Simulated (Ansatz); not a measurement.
# Ge(SMe)H3 (CH6GeS): reading failed and doubtful runs

Aim: try 5 inputs for Ge(SMe)H3 (CH6GeS) as typed, read how each ends, and find what has to change.

Method: the settings change from run to run; program: Ansatz 0.2.0, Gaussian basis.

## 1. The geometry

The geometry comes from an earlier relaxation with PBE-D4/def2-SVP; it is a stationary point, not always the lowest conformer.

9 atoms, charge 0, spin multiplicity 1.

Atoms are counted from 1 here; the program's logs count them from 0.

Bond lengths: Ge1–S2 2.238 Å, Ge1–H7 1.555 Å, Ge1–H8 1.547 Å, Ge1–H9 1.555 Å, S2–C3 1.836 Å, C3–H4 1.108 Å, C3–H5 1.107 Å, C3–H6 1.108 Å. Angles: S2–Ge1–H7 110.6°, S2–Ge1–H8 105.9°, S2–Ge1–H9 110.3°, H7–Ge1–H8 110.6°, H7–Ge1–H9 108.8°, H8–Ge1–H9 110.7°, Ge1–S2–C3 99.4°, S2–C3–H4 111.7°, S2–C3–H5 106.3°, S2–C3–H6 111.8°, H4–C3–H5 108.6°, H4–C3–H6 109.7°, H5–C3–H6 108.6°.

Coordinates:

```xyz
9
CH6GeS
Ge   -0.3812    0.8482   -1.2336
S    -0.4619    0.7954    1.0019
C     0.3637   -0.8180    1.2941
H    -0.2011   -1.6556    0.8386
H     0.3859   -0.9621    2.3913
H     1.4053   -0.8212    0.9161
H     1.0934    0.8376   -1.7278
H    -1.0861    2.1607   -1.6517
H    -1.1180   -0.3851   -1.8290
```

## 2. Try 1

in.yaml

```yaml
crystal:
  periodic: [false, false, false]
  atoms:
    - {symbol: Ge, position_ang: [-0.381158, 0.848200, -1.233615]}
    - {symbol: S, position_ang: [-0.461943, 0.795446, 1.001882]}
    - {symbol: C, position_ang: [0.363659, -0.817977, 1.294103]}
    - {symbol: H, position_ang: [-0.201073, -1.655571, 0.838622]}
    - {symbol: H, position_ang: [0.385936, -0.962122, 2.391316]}
    - {symbol: H, position_ang: [1.405300, -0.821229, 0.916102]}
    - {symbol: H, position_ang: [1.093382, 0.837614, -1.727765]}
    - {symbol: H, position_ang: [-1.086100, 2.160700, -1.651674]}
    - {symbol: H, position_ang: [-1.118002, -0.385062, -1.828981]}
basis:
  gaussian: {orbitals: "6-31G*", fitting: {mean_field: def2-universal-jkfit}}
total_charge: -2
hamiltonian: {xc: {name: PBE}, dispersion: d3bjatm}
```

Command:

```console
> ansatz run in.yaml --threads 2 --pin off --events-out ev --progress --plain --max-ram 4352MiB
```

The log of the run:

```text
Functional definition: PBE
  name "PBE"
  cite "Perdew, Burke & Ernzerhof, Phys. Rev. Lett. 77, 3865 (1996) doi:10.1103/PhysRevLett.77.3865"
  parent pbe
  parameter kappa = 0.804
  parameter beta = 0.06672455060314922
  exchange = pbe_x(kappa = kappa, mu = beta*pi^2/3)
  correlation = pbe_c(beta = beta)
577 factors; integrals over basis functions are off by at most 8.2e-2 eV
mean field evaluation 1: about -68450.0995 eV, gradient 4.5e1 eV
mean field evaluation 2: about -68422.1203 eV, gradient 9.9e1 eV
mean field evaluation 4: about -68456.8732 eV, gradient 8.0e0 eV
mean field evaluation 8: about -68457.0366 eV, gradient 2.8e-1 eV
mean field evaluation 16: about -68457.0369 eV, gradient 1.5e-5 eV
mean field -68457.03689374 eV, -2515.7497039987 hartree, gradient 1.5e-5 eV, S^2 0.000000; 1 other end points of the search recorded, 0 dependent functions left out
reference -68457.03693316 eV, -2515.7497054474 hartree; 31, 31 occupied and 50, 50 virtual orbitals, 577 factors
Total energy: -68457.21826654 eV, -2515.7563693263 hartree
```

Wall time 0.5 s (2 threads of AMD EPYC 9R45, shared host).

**Diagnosis.** The run converged, but a converged run isn't a right one. The charge is far from anything that the molecule holds. It asks for charge -2; the species has 0. Its energy belongs to another ion. Cure: type the charge that the molecule really has.

## 3. Try 2

in.yaml

```yaml
crystal:
  periodic: [false, false, false]
  atoms:
    - {symbol: Ge, position_ang: [-0.381158, 0.848200, -1.233615]}
    - {symbol: S, position_ang: [-0.461943, 0.795446, 1.001882]}
    - {symbol: C, position_ang: [0.363659, -0.817977, 1.294103]}
    - {symbol: H, position_ang: [-0.201073, -1.655571, 0.838622]}
    - {symbol: H, position_ang: [0.385936, -0.962122, 2.391316]}
    - {symbol: H, position_ang: [1.405300, -0.821229, 0.916102]}
    - {symbol: H, position_ang: [1.093382, 0.837614, -1.727765]}
    - {symbol: H, position_ang: [-1.086100, 2.160700, -1.651674]}
    - {symbol: H, position_ang: [-1.118002, -0.385062, -1.828981]}
basis:
  gaussian: {orbitals: 6-31G}
hamiltonian: {xc: {name: r2SCAN}, dispersion: rvv10, pseudopotentials: {relativity: none}}
multiplicity: 3
output: {forces: true}
```

Launched as before.

The log of the run:

```text
Error: YAML parse error: error: line 16 column 1: unknown field `multiplicity`, expected one of crystal, accuracy, basis, kpoints, hamiltonian, magnetization, projection, total_charge, correlation, batch, efield, external_charges, scf, relax, neb, saddle, md, ramp, phonons, dielectric, real_time, elastic, magnetic_configurations, gw, evaluate, workflow, output, checkpoint, execution
  --> <input>:16:1
   |
14 |   gaussian: {orbitals: 6-31G}
15 | hamiltonian: {xc: {name: r2SCAN}, dispersion: rvv10, pseudopotent…
16 | multiplicity: 3
   | ^ unknown field `multiplicity`, expected one of crystal, accuracy, basis, kpoints, hamiltonian, magnetization, projection, total_charge, correlation, batch, efield, external_charges, scf, relax, neb, saddle, md, ramp, phonons, dielectric, real_time, elastic, magnetic_configurations, gw, evaluate, workflow, output, checkpoint, execution
17 | output: {forces: true}
   |
```

It took 0.05 s on 2 threads of AMD EPYC 9R45, shared host.

What is wrong: The program refused the input. The input holds a key that doesn't belong there. Fix: remove the key, or spell it as the input reference has it.

## 4. Try 3

in.yaml

```yaml
crystal:
  periodic: [false, false, false]
  atoms:
    - {symbol: Ge, position_ang: [-0.381158, 0.848200, -1.233615]}
    - {symbol: S, position_ang: [0.363659, -0.767977, 1.294103]}
    - {symbol: C, position_ang: [0.363659, -0.817977, 1.294103]}
    - {symbol: H, position_ang: [-0.201073, -1.655571, 0.838622]}
    - {symbol: H, position_ang: [0.385936, -0.962122, 2.391316]}
    - {symbol: H, position_ang: [1.405300, -0.821229, 0.916102]}
    - {symbol: H, position_ang: [1.093382, 0.837614, -1.727765]}
    - {symbol: H, position_ang: [-1.086100, 2.160700, -1.651674]}
    - {symbol: H, position_ang: [-1.118002, -0.385062, -1.828981]}
basis:
  gaussian: {orbitals: def2-mTZVPP, fitting: {mean_field: cc-pVTZ-jkfit}, nuclear_model: gaussian}
hamiltonian: {xc: {name: B97M-V}}
scf: {omitted_lower_state_checks: [starts]}
```

Launched as before.

The log of the run (excerpt; [...] marks lines left out):

```text
Functional definition: B97M-V
  name "B97M-V"
  cite "Mardirossian & Head-Gordon, J. Chem. Phys. 142, 074111 (2015) doi:10.1063/1.4907719"
  cite "Becke, J. Chem. Phys. 107, 8554 (1997) doi:10.1063/1.475007"
  cite "Vydrov & Van Voorhis, J. Chem. Phys. 133, 244103 (2010) doi:10.1063/1.3521275"
  # Of w^i u^j: cxij and so on, Table III.
[...]
  gx(w, u) = cx00 + cx01*u + cx02*u^2 + (cx10 + cx11*u)*w
  gss(w, u) = css00 + css02*u^2 + css10*w + (css32*w^3 + css42*w^4)*u^2
  gos(w, u) = cos00 + cos01*u + cos03*u^3 + cos10*w + cos32*w^3*u^2
[...]
      + integral(e_c_pw_mod_opposite_spin*gos(b97_w_opposite, b97_u_opposite)) + vv10(b, c)
[...]
587 factors; integrals over basis functions are off by at most 4.7e-2 eV
[...]
mean field -48649.61886997 eV, -1787.8405175753 hartree, gradient 5.8e-5 eV, S^2 0.000000; 0 other end points of the search recorded, 0 dependent functions left out
reference -48649.61892237 eV, -1787.8405195009 hartree; 30, 30 occupied and 82, 82 virtual orbitals, 587 factors
Total energy: -48649.61892237 eV, -1787.8405195009 hartree
Checks for a lower state left out: starts
```

It took 4.4 s on 2 threads of AMD EPYC 9R45, shared host.

What is wrong: It ended without an error, which proves nothing about the input. One atom was put on top of another. The shortest distance is 0.05 Å (S2–C3), against 1.11 Å in the relaxed molecule. Its energy is no property of the relaxed molecule. To mend it, restore the atom's position.

## 5. Try 4

in.yaml

```yaml
crystal:
  periodic: [false, false, false]
  atoms:
    - {symbol: Ge, position_ang: [-0.235239, 0.673007, -1.328198]}
    - {symbol: S, position_ang: [-0.520994, 0.678447, 0.890041]}
    - {symbol: C, position_ang: [0.422946, -0.735359, 1.133632]}
    - {symbol: H, position_ang: [-0.360361, -1.479770, 0.813883]}
    - {symbol: H, position_ang: [0.414897, -0.902912, 2.222030]}
    - {symbol: H, position_ang: [1.594597, -0.838814, 0.996926]}
    - {symbol: H, position_ang: [1.037452, 1.016773, -1.643903]}
    - {symbol: H, position_ang: [-0.823685, 2.169141, -1.139288]}
    - {symbol: H, position_ang: [-1.042963, -0.464242, -1.857722]}
basis:
  gaussian: {orbitals: def2-TZVP}
total_charge: -1
magnetization: {spin_polarized: true, initial_magnetization: 2}
hamiltonian: {xc: {name: PBE}}
scf: {omitted_lower_state_checks: [starts]}
output: {forces: true}
```

Launched as before.

The log of the run:

```text
Error: a molecule whose nuclei and cores have a total charge of 60 cannot have a net charge of -1 together with 2 unpaired electrons
```

Wall time 0.05 s (2 threads of AMD EPYC 9R45, shared host).

**Diagnosis.** The program refused the input. The number of unpaired electrons doesn't fit the electron count. Its coordinates are also moved off the relaxed structure. To mend it, make charge and initial_magnetization agree: an even electron count takes an even number of unpaired electrons.

## 6. Try 5

in.yaml

```yaml
crystal:
  periodic: [false, false, false]
  atoms:
    - {symbol: Ge, position_ang: [-0.838548, 1.866040, -2.713952]}
    - {symbol: S, position_ang: [-1.016276, 1.749981, 2.204140]}
    - {symbol: C, position_ang: [0.800049, -1.799549, 2.847026]}
    - {symbol: H, position_ang: [-0.442361, -3.642256, 1.844969]}
    - {symbol: H, position_ang: [0.849060, -2.116667, 5.260895]}
    - {symbol: H, position_ang: [3.091660, -1.806703, 2.015425]}
    - {symbol: H, position_ang: [2.405440, 1.842750, -3.801083]}
    - {symbol: H, position_ang: [-2.389419, 4.753541, -3.633683]}
    - {symbol: H, position_ang: [-2.459605, -0.847136, -4.023759]}
basis:
  gaussian: {orbitals: def2-SVP, fitting: {mean_field: def2-universal-jkfit}}
hamiltonian: {xc: {name: LC-wPBE}}
scf: {omitted_lower_state_checks: [starts]}
```

Same command.

The log of the run (excerpt; [...] marks lines left out):

```text
Functional definition: LC-wPBE
  name "LC-wPBE"
  cite "Vydrov & Scuseria, J. Chem. Phys. 125, 234109 (2006) doi:10.1063/1.2409292"
  cite "Heyd & Scuseria, J. Chem. Phys. 120, 7274 (2004) doi:10.1063/1.1668634"
  cite "Ernzerhof & Perdew, J. Chem. Phys. 109, 3313 (1998) doi:10.1063/1.476928"
  cite "Perdew, Burke & Ernzerhof, Phys. Rev. Lett. 77, 3865 (1996) doi:10.1103/PhysRevLett.77.3865"
  parent pbe
[...]
577 factors; integrals over basis functions are off by at most 6.7e-1 eV
577 factors; integrals over basis functions are off by at most 2.1e-4 eV
[...]
mean field -68426.58213684 eV, -2514.6305123256 hartree, gradient 3.7e-6 eV, S^2 0.000000; 0 other end points of the search recorded, 0 dependent functions left out
reference -68426.58213685 eV, -2514.6305123261 hartree; 30, 30 occupied and 64, 64 virtual orbitals, 577 factors
Total energy: -68426.58213685 eV, -2514.6305123261 hartree
Checks for a lower state left out: starts
```

It took 1.6 s on 2 threads of AMD EPYC 9R45, shared host.

Diagnosis: The run converged, but a converged run isn't a right one. The geometry is stretched to more than twice its size. The shortest distance is 2.44 Å (C3–H5), against 1.11 Å in the relaxed molecule. Its energy is no property of the relaxed molecule. To mend it, use the relaxed coordinates.

## 7. Summary

| try | level | ended | cause | time |
| --- | --- | --- | --- | --- |
| 1 | PBE/6-31G* | converged | the charge is far from anything that the molecule holds | 0.5 s |
| 2 | r2SCAN/6-31G | refused | the input holds a key that doesn't belong there | 0.05 s |
| 3 | B97M-V/def2-mTZVPP | converged | one atom was put on top of another | 4.4 s |
| 4 | PBE/def2-TZVP | refused | the number of unpaired electrons doesn't fit the electron count | 0.05 s |
| 5 | LC-wPBE/def2-SVP | converged | the geometry is stretched to more than twice its size | 1.6 s |

In words: 3 converged, 2 refused. A refusal costs next to no computing time. The dangerous case is the input that converges on a wrong geometry, charge, spin, basis or grid: often only a look at the input shows it.
